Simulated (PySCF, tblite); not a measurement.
# C7H12BN: geometry, infrared bands and NMR shifts

What infrared bands and NMR shifts should C7H12BN (`[BH3-][n+]1ccc(CC)cc1`) show?

Computed with tblite 0.8.0 and PySCF 2.14.0, with density-fitted response routines of our own, on a single molecule in the gas phase. Atoms count from 0, in the outputs and in this text.

**1. Starting geometry**

21 atoms, charge 0, multiplicity 1; geometry from: force field or distance geometry start.

Bonds of the start (Å): B0–N1 1.54, N1–C2 1.36, C2–C3 1.37, C3–C4 1.39, C4–C5 1.48, C5–C6 1.50, C4–C7 1.37, C7–C8 1.38, C8–N1 1.36, B0–H9 1.21, B0–H10 1.18, B0–H11 1.20, C2–H12 1.11, C3–H13 1.09, C5–H14 1.14, C5–H15 1.12, C6–H16 1.12, C6–H17 1.12, C6–H18 1.10, C7–H19 1.08, C8–H20 1.08.

**2. Geometry optimisation with GFN2-xTB**

Job settings and geometry (Å):

```
{"job": {"kind": "relax", "xc": "GFN2-xTB", "basis": "xTB"}, "charge": 0, "multiplicity": 1}
B     -3.442200     0.206200     0.256800
N     -1.917100     0.155600     0.071200
C     -1.136900     1.233800     0.343100
C      0.227700     1.237900     0.187200
C      0.821300     0.054600    -0.223200
C      2.288400    -0.026400    -0.410600
C      3.048200    -0.458800     0.804200
C      0.074800    -1.065500    -0.499000
C     -1.295200    -0.986500    -0.333900
H     -3.932300     0.593800    -0.773700
H     -3.797500     0.967800     1.082700
H     -3.887600    -0.901100     0.416400
H     -1.590700     2.183800     0.689200
H      0.810600     2.129900     0.413500
H      2.745600     0.964100    -0.726100
H      2.562700    -0.734100    -1.229600
H      2.627300     0.034300     1.711900
H      4.118400    -0.153700     0.656800
H      3.060800    -1.555000     0.880100
H      0.491400    -2.001300    -0.830300
H     -1.886600    -1.862400    -0.546000
```

On the command line:

```sh
$ OMP_NUM_THREADS=1 python probes_run.py task.json out
```

This one command runs all jobs of the session in turn.

**Question.** This job is followed by: GFN2-xTB harmonic vibrations, gas phase; GIAO PBE0/pcSseg-1 NMR shielding, non-relativistic, gas phase. Predict these results of the whole session: strongest single infrared mode (GFN2-xTB); zero-point energy (GFN2-xTB); ¹³C shifts against TMS (PBE0/pcSseg-1, means over atoms taken as alike); ¹H shifts against TMS (PBE0/pcSseg-1, means over atoms taken as alike); ¹¹B shifts against BF3·OEt2 (PBE0/pcSseg-1); ¹⁵N shifts against NH3 (PBE0/pcSseg-1).

As calculated:

| quantity | value |
| --- | --- |
| strongest single infrared mode (GFN2-xTB) | 2431 cm⁻¹, 260 km/mol |
| zero-point energy (GFN2-xTB) | 108.7 kcal/mol |
| ¹³C shifts against TMS (PBE0/pcSseg-1, means over atoms taken as alike) | 163.3, 153.9, 130.1, 34.2, 21.4 ppm |
| ¹H shifts against TMS (PBE0/pcSseg-1, means over atoms taken as alike) | 8.93, 7.34, 2.93, 2.71, 1.25 ppm |
| ¹¹B shifts against BF3·OEt2 (PBE0/pcSseg-1) | -20.6 ppm |
| ¹⁵N shifts against NH3 (PBE0/pcSseg-1) | 283.3 ppm |

In words: Over 63 steps the energy fell by 0.426 eV; of the close pairs, C5–H14 changed most, 1.136 to 1.091 Å. All 57 modes are real, so the xTB geometry is a minimum. The strongest single mode, at 2431 cm⁻¹, moves mainly H10 and H11. GFN2-xTB is a fitted tight-binding method: band positions and strengths are rough. Its intensities can rank the bands wrongly. At PBE0/pcSseg-1: Shielding is most anisotropic at N1 (span 423 ppm, paramagnetic term -349 ppm). NICS(1)zz of -26 ppm above the planar ring from N1 marks a diatropic (aromatic) ring current.
